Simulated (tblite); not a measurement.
# C6H6BrF3: the cost of one run

Computed with tblite 0.8.0 and PySCF 2.14.0, with density-fitted response routines of our own, on a single molecule in the gas phase. Atoms are numbered from 0 throughout.

**1. Starting geometry**

16 atoms, charge 0, multiplicity 1; geometry from: force field or distance geometry start.

Bonds of the start (Å): C0–C1 1.33, C1–C2 1.46, C2–Br3 1.92, C2–C4 1.50, C4–C5 1.50, C5–F6 1.39, C5–C7 1.49, C7–F8 1.37, C7–F9 1.40, C5–C2 1.54, C0–H10 1.08, C0–H11 1.08, C1–H12 1.08, C4–H13 1.13, C4–H14 1.12, C7–H15 1.12.

**2. Optimising the geometry with GFN2-xTB**

What the job is given:

```
{"job": {"kind": "relax", "xc": "GFN2-xTB", "basis": "xTB"}, "charge": 0, "multiplicity": 1}
C      2.688900    -0.517200     0.176300
C      1.448600    -0.727900    -0.266000
C      0.338800    -0.046400     0.400000
Br     0.028800    -0.258800     2.284800
C     -0.101000     1.283300    -0.140200
C     -0.904600     0.067600    -0.507600
F     -0.785900    -0.344100    -1.826100
C     -2.243700    -0.194100     0.083800
F     -2.571800     0.642600     1.117700
F     -3.176800    -0.121200    -0.954300
H      2.804100     0.167300     1.000500
H      3.524200    -1.015500    -0.287300
H      1.217700    -1.405800    -1.075900
H      0.565200     1.682700    -0.966400
H     -0.580600     2.054900     0.510700
H     -2.259500    -1.258300     0.438500
```

The run is started by

```bash
$ OMP_NUM_THREADS=1 python probes_run.py task.json out
```

This one command runs all jobs of the session in turn.

Q: Estimate the wall time and peak memory of this first job on 1 thread of Intel Xeon at 2.70GHz, shared host.

About 1.6 s, with a peak of 0.18 GiB.
